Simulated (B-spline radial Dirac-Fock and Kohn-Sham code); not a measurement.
**Elastic scattering of positrons by Kr**

The question: how strongly Kr scatters positrons elastically, and to which angles, at 8 energies.

The numbers are computed with B-spline radial Dirac-Fock and Kohn-Sham code (version 3): Dirac partial waves in the static field of the Dirac-Fock density, no polarisation or absorption.

## Step 1: What is computed

Atomic krypton, configuration [Ar] 3d10 4s2 4p6.

```
nuclear charge     : 36
electrons          : 36
mass number        : 84
nuclear rms radius : 4.1884 fm
```

## Step 2: 150.0 eV

The run's settings:

```ini
task = elastic
Z = 36
charge = 0
configuration = 1s2 2s2 2p6 3s2 3p6 3d10 4s2 4p6
mass_number = 84
rms_radius = 4.1884  # fm
projectile = positron
energy = 150.0  # eV
theta = [0, 10, 20, 30, 40, 50, 60, 70, 80, 90, 100, 110, 120, 130, 140, 150, 160, 170, 180]  # deg
```

## Step 3: 2110 eV

The run's settings:

```ini
task = elastic
projectile = positron
energy = 2110.0  # eV
theta = [0, 10, 20, 30, 40, 50, 60, 70, 80, 90, 100, 110, 120, 130, 140, 150, 160, 170, 180]  # deg
```

## Step 4: 5400 eV

Settings, as recorded:

```ini
task = elastic
projectile = positron
energy = 5400.0  # eV
theta = [0, 1, 2, 3, 5, 7, 10, 15, 20, 25, 30, 40, 50, 60, 70, 80, 90, 100, 110, 120, 130, 140, 150, 160, 170, 180]  # deg
```

## Step 5: 7740 eV

The run's settings:

```ini
task = elastic
projectile = positron
energy = 7740.0  # eV
theta = [0, 10, 20, 30, 40, 50, 60, 70, 80, 90, 100, 110, 120, 130, 140, 150, 160, 170, 180]  # deg
```

## Step 6: 9660 eV

The run's settings:

```ini
task = elastic
projectile = positron
energy = 9660.0  # eV
theta = [0, 1, 2, 3, 5, 7, 10, 15, 20, 25, 30, 40, 50, 60, 70, 80, 90, 100, 110, 120, 130, 140, 150, 160, 170, 180]  # deg
```

## Step 7: 24500 eV

Recorded inputs:

```ini
task = elastic
projectile = positron
energy = 24500.0  # eV
theta = [0, 10, 20, 30, 40, 50, 60, 70, 80, 90, 100, 110, 120, 130, 140, 150, 160, 170, 180]  # deg
```

## Step 8: 29400 eV

Settings, as recorded:

```ini
task = elastic
projectile = positron
energy = 29400.0  # eV
theta = [0, 1, 2, 3, 5, 7, 10, 15, 20, 25, 30, 40, 50, 60, 70, 80, 90, 100, 110, 120, 130, 140, 150, 160, 170, 180]  # deg
```

## Step 9: 71700 eV

Settings, as recorded:

```ini
task = elastic
projectile = positron
energy = 71700.0  # eV
theta = [0, 1, 2, 3, 5, 7, 10, 15, 20, 25, 30, 40, 50, 60, 70, 80, 90, 100, 110, 120, 130, 140, 150, 160, 170, 180]  # deg
```

(Steps that only read results are left out.)

What does the calculation give? Wanted: largest Sherman function.

The runs gave:

| quantity | value |
| --- | --- |
| σ at 150.0 and 71700 eV | 12.8 and 0.390 bohr² |
| backward share there | 5.92 and 0.0329 % |
| largest Sherman function | 0.017 at 110°, 71700 eV |

**Reading.** The ratio of σ to the transport cross section, the collisions needed for the positron to lose its direction, goes from 4.5 at 150.0 eV to 230 at 71700 eV. The angular distributions show no deep diffraction minima on this grid. Spin polarisation by scattering stays small. Under about 200 eV a static field without polarisation is a poor model.
